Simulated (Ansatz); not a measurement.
# GeW: properties of a relaxed candidate

Method: DFT PBE, scalar-relativistic, plane waves, PAW, in Ansatz 0.2.0.

### 1 The system as given

It takes space group Fm-3m (No. 225, cubic). Conventional cell: a = 5.155 Å, b = 5.155 Å, c = 5.155 Å, α = 90.00°, β = 90.00°, γ = 90.00°. Ge (site symmetry m-3m) is surrounded by 6 W at 2.58 Å. W (site symmetry m-3m) has 6 Ge at 2.58 Å as nearest neighbours.

Structure file:

```
Ge W
1.0
     0.00000    2.57761    2.57761
     2.57761    0.00000    2.57761
     2.57761    2.57761    0.00000
Ge W
1 1
Direct
  0.50000 0.50000 0.50000
  0.00000 0.00000 0.00000
```

It is the end of an earlier relaxation with the same method, from an invented guess; it needn't be the stable form of this composition. At a tolerance of 0.05 Å it has space group Fm-3m (No. 225); it has 17.13 Å³/atom, an uncorrected energy of +0.87 eV/atom over the elements.

### 2 Static run: bands, density of states and charges

input.yaml

```yaml
crystal:
  lattice:
    - [0.0, 2.5776111914, 2.5776111914]
    - [2.5776111914, 0.0, 2.5776111914]
    - [2.5776111914, 2.5776111914, 0.0]
  atoms:
    - { symbol: Ge, position: [0.5, 0.5, 0.5] }
    - { symbol: W, position: [0.0, 0.0, 0.0] }
basis:
  ecutwfc: 420
kpoints:
  mp_grid: { grid: [18, 18, 18] }
  band_path:
    path:
      - [[0.0, 0.0, 0.0], [0.5, 0.0, 0.5], [0.625, 0.25, 0.625]]
      - [[0.375, 0.375, 0.75], [0.0, 0.0, 0.0], [0.5, 0.5, 0.5], [0.5, 0.25, 0.75], [0.5, 0.0, 0.5]]
    npoints: 14
hamiltonian:
  xc: pbe
scf:
  occupations: { method: gaussian, width: 0.1 }
  n_extra_bands: 6
output:
  forces: true
  stress: true
  eigenvalues: true
  populations: true
  dos: { projected: true, de: 0.02, nscf_kmesh: { grid: [22, 22, 22] } }
  bader: true
  write_density: true
  write_potential: true
  elf: true
  volumetric_format: npy
```

Launch:

```sh
$ ansatz run input.yaml --threads 1 --pin off --max-ram 2048MiB --backend cpu --events-out ev --progress --plain --runs-dir out
```

Q: Estimate wall time and peak memory on 1 thread of Arm Neoverse V2, shared host.

About 26 s, with a peak of 0.41 GiB.
